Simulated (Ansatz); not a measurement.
Write a Python script for the Python package of Ansatz (0.2.0) that makes a geometry optimisation of C4H7BO, SMILES CC#CBOC. Use: B3LYP, def2-SVP basis, multiplicity 1.

```xyz
13

C     2.8877   -0.7276    0.5478
C     1.6396   -0.0892    0.1295
C     0.6112    0.4363   -0.2150
B    -0.6998    1.1038   -0.6527
O    -1.7877    0.2929   -1.2242
C    -2.6680   -0.0706   -0.1875
H     3.7481   -0.1115    0.2147
H     2.9576   -1.7370    0.0928
H     2.9042   -0.8186    1.6534
H    -0.8048    2.2795   -0.6013
H    -2.1625   -0.7040    0.5782
H    -3.1367    0.8231    0.2865
H    -3.4887   -0.6774   -0.6224
```

Script `opt.py`:
```python
import itertools

import ansatz as az
from ase import Atoms
from ase.data import atomic_numbers, covalent_radii
import numpy as np

atoms = Atoms(["C", "C", "C", "B", "O", "C", "H", "H", "H", "H", "H", "H", "H"], positions=[
    (2.8877, -0.7276, 0.5478),
    (1.6396, -0.0892, 0.1295),
    (0.6112, 0.4363, -0.215),
    (-0.6998, 1.1038, -0.6527),
    (-1.7877, 0.2929, -1.2242),
    (-2.668, -0.0706, -0.1875),
    (3.7481, -0.1115, 0.2147),
    (2.9576, -1.737, 0.0928),
    (2.9042, -0.8186, 1.6534),
    (-0.8048, 2.2795, -0.6013),
    (-2.1625, -0.704, 0.5782),
    (-3.1367, 0.8231, 0.2865),
    (-3.4887, -0.6774, -0.6224),
])
c4h7bo = az.Crystal.molecule_from_ase(atoms)

job = (
    c4h7bo.calculation()
    .basis(gaussian="def2-SVP")
    .functional("b3lyp")
)
symbols = [site.symbol for site in c4h7bo.cartesian_sites]
start = np.array([site.position_ang for site in c4h7bo.cartesian_sites], dtype=float)
rep = job.relax(force_tolerance=0.02, max_steps=100).run().report
end = np.array(rep["positions_ang"])

for key in ("converged", "free_energy_ev", "reference_energy_ev", "n_frozen", "n_occupied", "n_virtual"):
    print(f"{key:22s} {rep[key]}")

radius = [covalent_radii[atomic_numbers[s]] for s in symbols]
span = lambda where, i, j: np.linalg.norm(where[i] - where[j])
bonded = [(i, j) for i, j in itertools.combinations(range(len(symbols)), 2) if min(span(start, i, j), span(end, i, j)) < 1.2 * (radius[i] + radius[j])]
print("pair        before    after (A)")
for i, j in bonded:
    print(f"{symbols[i]}{i}-{symbols[j]}{j}".ljust(10), f"{span(start, i, j):8.4f} {span(end, i, j):8.4f}")
for first, second in list(itertools.combinations(bonded, 2)):
    shared = set(first) & set(second)
    if shared and symbols[(j := shared.pop())] != "H":
        i, k = sorted((set(first) | set(second)) - {j})
        u, v = end[i] - end[j], end[k] - end[j]
        angle = np.degrees(np.arccos(np.clip(u @ v / np.linalg.norm(u) / np.linalg.norm(v), -1, 1)))
        print(f"final angle {symbols[i]}{i}-{symbols[j]}{j}-{symbols[k]}{k}: {angle:.2f} deg")
```

```console
$ python opt.py
converged              True
free_energy_ev         -6980.207160377689
reference_energy_ev    -6980.207160377689
n_frozen               0
n_occupied             [22, 22]
n_virtual              [97, 97]
pair        before    after (A)
C0-C1        1.4630   1.4563
C0-H6        1.1094   1.1027
C0-H7        1.1094   1.1026
C0-H8        1.1095   1.1031
C1-C2        1.2052   1.2207
C2-B3        1.5349   1.5262
B3-O4        1.4723   1.3493
B3-H9        1.1815   1.2133
O4-C5        1.4078   1.4126
C5-H10       1.1149   1.1020
C5-H11       1.1149   1.1034
C5-H12       1.1095   1.1020
final angle C1-C0-H6: 111.50 deg
final angle C1-C0-H7: 111.44 deg
final angle C1-C0-H8: 110.57 deg
final angle C0-C1-C2: 179.46 deg
final angle H6-C0-H7: 108.10 deg
final angle H6-C0-H8: 107.51 deg
final angle H7-C0-H8: 107.54 deg
final angle C1-C2-B3: 177.29 deg
final angle C2-B3-O4: 119.72 deg
final angle C2-B3-H9: 120.70 deg
final angle O4-B3-H9: 119.58 deg
final angle B3-O4-C5: 123.36 deg
final angle O4-C5-H10: 109.28 deg
final angle O4-C5-H11: 111.83 deg
final angle O4-C5-H12: 109.28 deg
final angle H10-C5-H11: 109.08 deg
final angle H10-C5-H12: 108.19 deg
final angle H11-C5-H12: 109.11 deg
```

Notes:
- Total energies depend on the basis set; only differences at equal settings carry meaning.
- The end point is the stationary point reached from this start; no frequency run checks that it is a minimum, and the basis set is modest.
- b3lyp holds the VWN-RPA fit, as in Gaussian; the form of ORCA and Turbomole is b3lyp5.
- It ran for 91 s on 1 thread of Arm Neoverse V1, on a shared host, peak memory 0.34 GiB.

(Lines on the test bed's own set-up are left out of the output.)
